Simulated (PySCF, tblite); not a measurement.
# C7H8NO radical: geometry, infrared bands and EPR parameters

What infrared bands and EPR parameters should C7H8NO radical (`CC(=O)N[C]1C=CC=C1`) show?

Programs: tblite 0.8.0 and PySCF 2.14.0, with density-fitted response routines of our own. Each step states its level of theory. These are calculated values for one molecule in the gas phase, unless marked as measured. Atoms count from 0, in the outputs and in this text.

**1. The molecule as given**

17 atoms, charge 0, multiplicity 2; geometry from: force field or distance geometry start.

Bonds of the start (Å): C0–C1 1.52, C1–O2 1.22, C1–N3 1.38, N3–C4 1.36, C4–C5 1.45, C5–C6 1.34, C6–C7 1.46, C7–C8 1.34, C8–C4 1.43, C0–H9 1.09, C0–H10 1.09, C0–H11 1.09, N3–H12 1.01, C5–H13 1.08, C6–H14 1.08, C7–H15 1.09, C8–H16 1.08.

**2. Optimising the geometry with GFN2-xTB**

Job settings and geometry (Å):

```
{"job": {"kind": "relax", "xc": "GFN2-xTB", "basis": "xTB"}, "charge": 0, "multiplicity": 2}
C      3.060000     0.372800     0.435000
C      1.589800     0.763000     0.482400
O      1.249800     1.858100     0.896200
N      0.770000    -0.253600     0.041900
C     -0.589000    -0.239200    -0.017400
C     -1.365500    -1.357600    -0.504200
C     -2.644900    -0.968300    -0.437400
C     -2.710400     0.390500     0.086100
C     -1.470800     0.833200     0.332600
H      3.662200     1.205500     0.796800
H      3.227500    -0.498200     1.069600
H      3.330200     0.138600    -0.592700
H      1.213100    -1.116100    -0.239800
H     -0.980300    -2.306900    -0.844500
H     -3.510900    -1.549100    -0.709800
H     -3.637500     0.932800     0.246200
H     -1.200500     1.806600     0.722100
```

Launch:

```bash
OMP_NUM_THREADS=1 python probes_run.py task.json out
```

One launch serves the whole session: the jobs run in the order shown.

**Question.** This job is followed by: GFN2-xTB harmonic vibrations, gas phase; UKS B3LYP, pcH-1 on C H N O, non-relativistic, mean-field spin-orbit, GIAO. Predict these results of the whole session: strongest single infrared mode (GFN2-xTB); zero-point energy (GFN2-xTB); g(iso) (B3LYP); ⟨S²⟩; largest a(iso) (averaged by class); potential on the surface of density 0.002 e/bohr³, 1st and 99th percentile.

**Answer**, as computed:

```
                                                                  quantity                  value
                                 strongest single infrared mode (GFN2-xTB)  1746 cm⁻¹, 429 km/mol
                                              zero-point energy (GFN2-xTB)          82.6 kcal/mol
                                                            g(iso) (B3LYP)                2.00283
                                                                      ⟨S²⟩     0.759 (exact 0.75)
                                        largest a(iso) (averaged by class)    13C on C4, 33.8 MHz
potential on the surface of density 0.002 e/bohr³, 1st and 99th percentile     -1.65 V and 2.45 V
```

What this shows: Relaxing lowered the energy by 0.094 eV in 24 steps; the close pair that moved most is C7–C8, from 1.339 to 1.364 Å. All 45 modes are real, so the xTB geometry is a minimum. The strongest single mode, at 1746 cm⁻¹, moves mainly C1 and O2. Unscaled tight-binding wavenumbers are off by several per cent, some by more. Its intensities can rank the bands wrongly. The largest share of the spin, 0.46 e, sits on C4. The isotropic g lies 0.5 ppt above the free-electron value. The conformer search found further structures of the same energy, which may be mirror or relabelled copies of this one.
